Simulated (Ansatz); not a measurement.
# FH4NSi: the cost of one run

Method: PBE0-D4/def2-TZVP structures, single points in def2-TZVPP, no counterpoise correction; program: Ansatz 0.2.0, Gaussian basis.

Levels: SPW92, PBE-D4, BLYP-D4, r2SCAN-D4, B97M-V, PBE0-D4, B3LYP-D4, r2SCAN0-D4, BHLYP-D4, CAM-B3LYP-D4, wB97X-V, wB97M-V, B2PLYP, PBE-QIDH, RPA on PBE, Hartree-Fock, MP2, CCSD, CCSD(T).

Cores are frozen in the correlated methods. B3LYP uses VWN-RPA correlation. B2PLYP carries no dispersion term here.

94 further runs of the same task are left out: 94 set aside as unsound or not needed.

**1. The system as given**

The complex: 9 atoms, charge 0, spin multiplicity 1.

Atoms are counted from 1 here; the program's logs count them from 0.

Bond lengths: Si1–F2 1.621 Å, Si1–H3 1.478 Å, Si1–H4 1.477 Å, Si1–N5 1.691 Å, N5–H8 1.007 Å, N5–H9 1.007 Å, H6–Cl7 1.287 Å. Angles: F2–Si1–H3 105.4°, F2–Si1–H4 104.8°, F2–Si1–N5 113.5°, H3–Si1–H4 114.6°, H3–Si1–N5 109.0°, H4–Si1–N5 109.6°, Si1–N5–H8 121.7°, Si1–N5–H9 121.5°, H8–N5–H9 111.7°.

Geometry (Å):

| atom | x (Å) | y (Å) | z (Å) |
| --- | --- | --- | --- |
| Si1 | 0.4457 | -0.7631 | 0.5863 |
| F2 | 1.5121 | 0.0063 | -0.3623 |
| H3 | 0.8221 | -2.1905 | 0.5225 |
| H4 | 0.6097 | -0.1438 | 1.9172 |
| N5 | -1.1569 | -0.5926 | 0.0753 |
| H6 | 0.8551 | 1.7612 | -1.0521 |
| Cl7 | 0.1010 | 2.7950 | -1.1930 |
| H8 | -1.5369 | -1.1517 | -0.6705 |
| H9 | -1.6517 | 0.2791 | 0.1767 |

Its parts: FH4NSi holds atoms 1, 2, 3, 4, 5, 8, 9; HCl holds atoms 6, 7. Each part counts its atoms afresh in its own runs.

**2. Relaxing FH4NSi alone**

File relax-a/in.yaml:

```yaml
crystal:
  periodic: [false, false, false]
  atoms:
    - {symbol: Si, position_ang: [0.445658, -0.763089, 0.586331]}
    - {symbol: F, position_ang: [1.512145, 0.006264, -0.362284]}
    - {symbol: H, position_ang: [0.822060, -2.190457, 0.522478]}
    - {symbol: H, position_ang: [0.609696, -0.143766, 1.917191]}
    - {symbol: N, position_ang: [-1.156897, -0.592630, 0.075284]}
    - {symbol: H, position_ang: [-1.536897, -1.151719, -0.670511]}
    - {symbol: H, position_ang: [-1.651701, 0.279086, 0.176742]}
basis:
  gaussian: {orbitals: def2-TZVP}
hamiltonian: {xc: pbe0, dispersion: d4}
relax: {f_tol: 0.005, max_steps: 200}
```

Run with:

```
$ ansatz run in.yaml --threads 4 --pin off --events-out ev --progress --plain --max-ram 9574MiB
```

**Question.** How long does this run take on 4 threads of Arm Neoverse V1, shared host?

About 7.5 s.
